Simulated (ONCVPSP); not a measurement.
**Rb: generating and testing an ONCV potential**

Do these settings give a usable potential? It is generated, then checked for transferability, scattering, ghosts and hardness.

The numbers are computed with ONCVPSP 4.0.1 (PBE, scalar-relativistic, spin-unpolarised reference atom).

### 1 Starting point

The settings as typed:

* element: rubidium (Rb, Z = 37)
* type: optimised norm-conserving Vanderbilt (ONCV)
* frozen core: [Ar] 3d10
* valence charge: 9
* reference configuration: 4s2 4p6 (charge +1)
* partial waves: 4s: rc 1.50 bohr, ncon 3, nbas 7, qcut 3.8 1/bohr, 2 projectors, debl 1.8 Ha; 4p: rc 2.75 bohr, ncon 4, nbas 8, qcut 4.9 1/bohr, 2 projectors, debl 1.8 Ha; d scattering state at 0.25 Ha: rc 3.00 bohr, ncon 4, nbas 8, qcut 2.8 1/bohr, 2 projectors, debl 1.4 Ha
* local potential: polynomial inside 1.35 bohr (lpopt 5, dvloc0 0 Ha)
* core correction: Teter function, fcfact 1.5, rcfact 1.05

### 2 The generation run

Rb.dat reads:

```
# ATOM AND REFERENCE CONFIGURATION
# atsym  z   nc   nv     iexc    psfile
  Rb 37.00    6    2        4      upf
#
#   n    l    f
    1    0    2.00
    2    0    2.00
    2    1    6.00
    3    0    2.00
    3    1    6.00
    3    2   10.00
    4    0    2.00
    4    1    6.00
#
# PSEUDOPOTENTIAL AND OPTIMIZATION
# lmax
    2
#
#   l,   rc,      ep,       ncon, nbas, qcut
    0    1.50    0.00    3    7    3.80
    1    2.75    0.00    4    8    4.90
    2    3.00    0.25    4    8    2.80
#
# LOCAL POTENTIAL
# lloc, lpopt,  rc(5),   dvloc0
    4    5    1.35    0.00
#
# VANDERBILT-KLEINMAN-BYLANDER PROJECTORs
# l, nproj, debl
    0    2    1.80
    1    2    1.80
    2    2    1.40
#
# MODEL CORE CHARGE
# icmod, fcfact, rcfact
    3    1.50    1.05
#
# LOG DERIVATIVE ANALYSIS
# epsh1, epsh2, depsh
   -3.00    5.00    0.02
#
# OUTPUT GRID
# rlmax, drl
    6.00    0.01
#
# TEST CONFIGURATIONS
# ncnf
    4
# nvcnf
#   n    l    f
    3
    4    0    2.00
    4    1    6.00
    5    0    1.00
#
    3
    4    0    2.00
    4    1    6.00
    5    0    0.50
#
    3
    4    0    2.00
    4    1    6.00
    5    1    1.00
#
    3
    4    0    2.00
    4    1    5.00
    5    0    1.00
#
```

Launch:

```bash
$ oncvpsp.x < Rb.dat > Rb.out
```

What does the calculation give? Wanted: cutoffs for 1 and 0.1 mHa per electron, occupied waves; bound ghosts; GHOST(+) flags; largest test error; largest phase difference near zero energy, channels read; rms error of d²Exc/dn², without and with the model core; projector energies reset by the program.

The runs gave:

| quantity | value |
| --- | --- |
| cutoffs for 1 and 0.1 mHa per electron, occupied waves | 57 Ha and 103 Ha |
| bound ghosts | none found |
| GHOST(+) flags | s at 146 eV, d at 235 eV |
| largest test error (AE − PS) | -23 meV, for 4s2 4p5 5s1 |
| largest phase difference near zero energy, channels read | 0.015 rad |
| rms error of d²Exc/dn², without and with the model core | 3.52 and 1.99 mHa |
| projector energies reset by the program | d: 0.050, 1.450 Ha |

In words: The worst unpolarised test, 4s2 4p5 5s1, is off by 23 meV on 17.0 eV; by total energies transferability rates as good. By its cutoff, 57 Ha for the looser tolerance, it is hard. At the looser tolerance the 4s wave is the slowest; 4p needs 7 Ha. No bound ghost shows below the valence levels. Near zero energy the phases of the channels with partial waves agree within 0.015 rad. The program also flags highly localised states, GHOST(+) (s, d). These are tests on the free atom; a crystal test is still owed.
